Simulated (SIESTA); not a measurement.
The system is InSb3.

```
Sb In
1.0
     0.00000    3.79455    3.79455
     3.79455    0.00000    3.79455
     3.79455    3.79455    0.00000
Sb In
3 1
Direct
  0.50000 0.50000 0.50000
  0.75000 0.75000 0.75000
  0.25000 0.25000 0.25000
  0.00000 0.00000 0.00000
```

The cell comes from a database or a generator and needn't be the stable form of this composition.

- Program: SIESTA 5.4.2
- Task: single point
- Functional: PBEsol
- Potentials or basis: PseudoDojo 0.4 standard (PBEsol files)
- Basis: DZP (energy shift 0.003 Ry; two zetas on semicore shells)
- Grid cutoff: 500 Ry
- Energy shift: 0.003 Ry
- k mesh: 6 × 6 × 6
- Occupations: fermi-dirac, width 0.05 eV
- Spin: no spin polarisation

On this cell: pressure -1.7 GPa; largest force zero by symmetry; band gap on the k mesh none (metal or under the smearing width).

The same run follows on a disturbed copy (atoms moved at random, drawn with an rms of 0.05 Å):

```
Sb In
1.0
     0.00000    3.79455    3.79455
     3.79455    0.00000    3.79455
     3.79455    3.79455    0.00000
Sb In
3 1
Direct
  0.50548 0.51132 0.48481
  0.75134 0.75080 0.73194
  0.24282 0.26316 0.24665
  0.99144 0.99482 0.00917
```

Problem. What does the disturbed cell give?

Solution. The energy (extrapolated to zero smearing) moves by +5.2 meV/atom; pressure -1.6 GPa; largest force 0.254 eV/Å; band gap on the k mesh none (metal or under the smearing width).

Forces on the atoms (eV/Å):
```
Sb   0.029  0.022 -0.144
Sb   0.163  0.089 -0.013
Sb  -0.124  0.010 -0.052
In  -0.067 -0.121  0.213
```

Stress tensor (GPa, compression positive):
```
-1.50  0.08  0.09
 0.08 -1.65  0.38
 0.09  0.38 -1.59
```

Caveats: the basis of atomic orbitals isn't converged, which shifts pressures, moduli and gaps.
